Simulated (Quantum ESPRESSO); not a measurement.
## CaBr under changes of volume

One of the cells (34.930 Å³/atom); the others are scaled copies at fixed shape and fractional positions:

```
Br Ca
1.0
     4.08415    0.00000    0.00000
    -2.04207    3.53698    0.00000
     0.00000    0.00000    9.67213
Br Ca
2 2
Cartesian
  2.0421 1.1790 5.1696
  0.0000 2.3580 0.3336
  2.0421 1.1790 8.1295
  0.0000 2.3580 3.2935
```

The cell comes from a database or a generator and needn't be the stable form of this composition.

| Item | Value |
| --- | --- |
| Program | Quantum ESPRESSO 7.5 |
| Functional | PBE |
| Potentials or basis | SSSP 1.3 efficiency PBE |
| Cutoff | 748 eV |
| Density cutoff | 5987 eV |
| k mesh | 8 × 8 × 3 |
| Occupations | fermi-dirac, width 0.05 eV |
| Spin | no spin polarisation |

```csv
volume (Å³/atom),energy over the lowest point (meV/atom),pressure (GPa),largest force (eV/Å)
32.834,18.88,2.1,0.218
33.533,10.84,1.5,0.184
34.231,5.15,1.0,0.153
34.930,1.60,0.5,0.125
35.628,0.00,0.1,0.098
36.327,?,?,?
37.026,2.00,-0.6,0.051
```

Task: What does the run at 36.327 Å³/atom give?

Result: Energy over the lowest point 0.19 meV/atom; pressure -0.3 GPa; largest force 0.074 eV/Å.

Worked out: A Birch-Murnaghan fit of order 3 (a polynomial in V^(-2/3)) to the other rows has its minimum at 35.90 Å³/atom with B0 = V·E''(V) = 20 GPa and B' = 3.6 at fixed shape and positions, which overstates the stiffness. It gives 0.18 meV/atom at 36.327 Å³/atom, against the run's 0.19, and -dE/dV = -0.2 GPa, against -0.3.

Energies are extrapolated to zero smearing.
